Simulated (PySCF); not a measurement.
# A diatomic session: CaAl

The task here is to estimate one member of a computed series from the others.

Method: Ca x2c-SVPall, Al x2c-SVPall, spin-free X2C with a Gaussian nucleus; program: PySCF 2.14.0.

The first run:

Settings of the job:

```yaml
atoms: Ca, Al
charge: 0
basis: Ca x2c-SVPall, Al x2c-SVPall
Hamiltonian: spin-free X2C with a Gaussian nucleus
basis_functions: 42
electrons_treated: 33
masses_in_u: 39.9626, 26.9815
levels: PBE0, PBE, r²SCAN, M06, M06-L, B2PLYP, LC-ωPBE, HF, MP2, SCS-MP2, CCSD, CCSD(T)
grid: 80 radial by 434 angular points
occupations: held fixed by the projection of orbital angular momentum
dissociation_limit: Ca + Al, each in its ground configuration
starting_distance_in_angstrom: 2.785
values_of_2S_to_try: 1, 3
```

On the command line:

```console
$ OMP_NUM_THREADS=1 python dia.py task.json out
```

Steps of the session up to this table: Input; First curve: PBE0; Higher solutions at PBE0; PBE; r²SCAN (meta-GGA); M06 (hybrid meta-GGA); M06-L; B2PLYP; LC-ωPBE; ROHF; MP2 and coupled cluster.

One table of the session follows, with a row left open; its other results are not shown here.

It belongs to the step «Constants by level of theory». 

```
       level  Re (Å)  ωe (cm⁻¹)  De (eV)
        ROHF   4.102       37.1    0.020
    ROHF-MP2   3.353      126.9    0.264
ROHF-SCS-MP2   3.410      112.7    0.203
   ROHF-CCSD   3.358      128.7    0.242
ROHF-CCSD(T)   3.292      146.6    0.318
         PBE       ?          ?        ?
      r²SCAN   3.125      199.6     0.83
       M06-L   3.127      192.6     0.67
        PBE0   3.158      183.0     0.63
         M06   3.131      185.1     0.59
     LC-ωPBE   3.106      200.5     0.57
      B2PLYP   3.323      125.1    0.305
```

**Question.** Estimate the row for PBE.

As computed: Re (Å): 3.141; ωe (cm⁻¹): 189.0; De (eV): 0.78. In the column «Re (Å)» it lies between M06 (3.131) and PBE0 (3.158).

De is counted to Ca + Al in their ground configurations.
